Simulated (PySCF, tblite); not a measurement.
**2-methylphenetole: geometry, infrared bands and NMR shifts**

What infrared bands and NMR shifts should 2-methylphenetole (`CCOc1ccccc1C`) show?

Programs: tblite 0.8.0 and PySCF 2.14.0, with density-fitted response routines of our own. Each step states its level of theory. These are calculated values for one molecule in the gas phase, unless marked as measured. Atoms count from 0, in the outputs and in this text.

### Step 1. Starting geometry

22 atoms, charge 0, multiplicity 1; geometry from: force field or distance geometry start.

Bonds of the start (Å): C0–C1 1.53, C1–O2 1.41, O2–C3 1.38, C3–C4 1.41, C4–C5 1.40, C5–C6 1.39, C6–C7 1.40, C7–C8 1.40, C8–C9 1.50, C8–C3 1.39, C0–H10 1.08, C0–H11 1.10, C0–H12 1.09, C1–H13 1.09, C1–H14 1.10, C4–H15 1.08, C5–H16 1.08, C6–H17 1.09, C7–H18 1.09, C9–H19 1.10, C9–H20 1.10, C9–H21 1.09.

### Step 2. Relaxing the molecule with GFN2-xTB

The job: settings as JSON, then the geometry in Å.

```
{"job": {"kind": "relax", "xc": "GFN2-xTB", "basis": "xTB"}, "charge": 0, "multiplicity": 1}
C      3.425900     0.315800     0.209000
C      2.138800    -0.503100     0.217300
O      1.053500     0.373700     0.028300
C     -0.214000    -0.160200    -0.003400
C     -0.500300    -1.528700     0.175600
C     -1.824900    -1.982600     0.128800
C     -2.863000    -1.080600    -0.072100
C     -2.583400     0.277500    -0.227700
C     -1.262600     0.739000    -0.195900
C     -0.996400     2.208700    -0.371200
H      4.292400    -0.317000     0.359800
H      3.388400     1.078800     0.996500
H      3.516800     0.847300    -0.734100
H      2.192900    -1.250200    -0.581300
H      2.052900    -0.999700     1.200100
H      0.280400    -2.260200     0.338400
H     -2.031100    -3.036900     0.262400
H     -3.891800    -1.443800    -0.096800
H     -3.414800     0.967800    -0.381400
H     -0.355800     2.374600    -1.248900
H     -0.496000     2.619100     0.515800
H     -1.918300     2.780200    -0.520200
```

Started as:

```sh
OMP_NUM_THREADS=1 python probes_run.py task.json out
```

The driver reads the jobs from task.json and runs them one after another.

**Question.** This job is followed by: GFN2-xTB harmonic vibrations, gas phase; GIAO PBE0/pcSseg-1 NMR shielding, non-relativistic, gas phase. Predict these results of the whole session: strongest single infrared mode (GFN2-xTB); zero-point energy (GFN2-xTB); ¹³C shifts against TMS (PBE0/pcSseg-1); ¹H shifts against TMS (PBE0/pcSseg-1, means over atoms taken as alike); ¹⁷O shifts against H2O (PBE0/pcSseg-1); surface potential, 1st and 99th percentile.

As calculated:

| quantity | value |
| --- | --- |
| strongest single infrared mode (GFN2-xTB) | 1267 cm⁻¹, 162 km/mol |
| zero-point energy (GFN2-xTB) | 115.6 kcal/mol |
| ¹³C shifts against TMS (PBE0/pcSseg-1) | 163.9, 135.4, 132.5, 132.0, 125.3, 112.2, 65.0, 20.5, 17.7 ppm |
| ¹H shifts against TMS (PBE0/pcSseg-1, means over atoms taken as alike) | 7.47, 7.43, 7.13, 6.76, 4.01, 2.37, 1.58 ppm |
| ¹⁷O shifts against H2O (PBE0/pcSseg-1) | 131.2 ppm |
| surface potential, 1st and 99th percentile | -0.93 V and 0.82 V |

**Reading.** The optimisation took 39 steps and gained 0.072 eV; among the close pairs (by a distance rule), C3–C4 changed most, from 1.410 to 1.388 Å. All 60 modes are real, so the xTB geometry is a minimum. The strongest single mode, at 1267 cm⁻¹, is spread over several atoms, C3, H15, C8, C4 among them. GFN2-xTB is a fitted tight-binding method: band positions and strengths are rough. Its intensities can rank the bands wrongly. NICS(1)zz of -27 ppm above the planar ring from C3 marks a diatropic (aromatic) ring current.
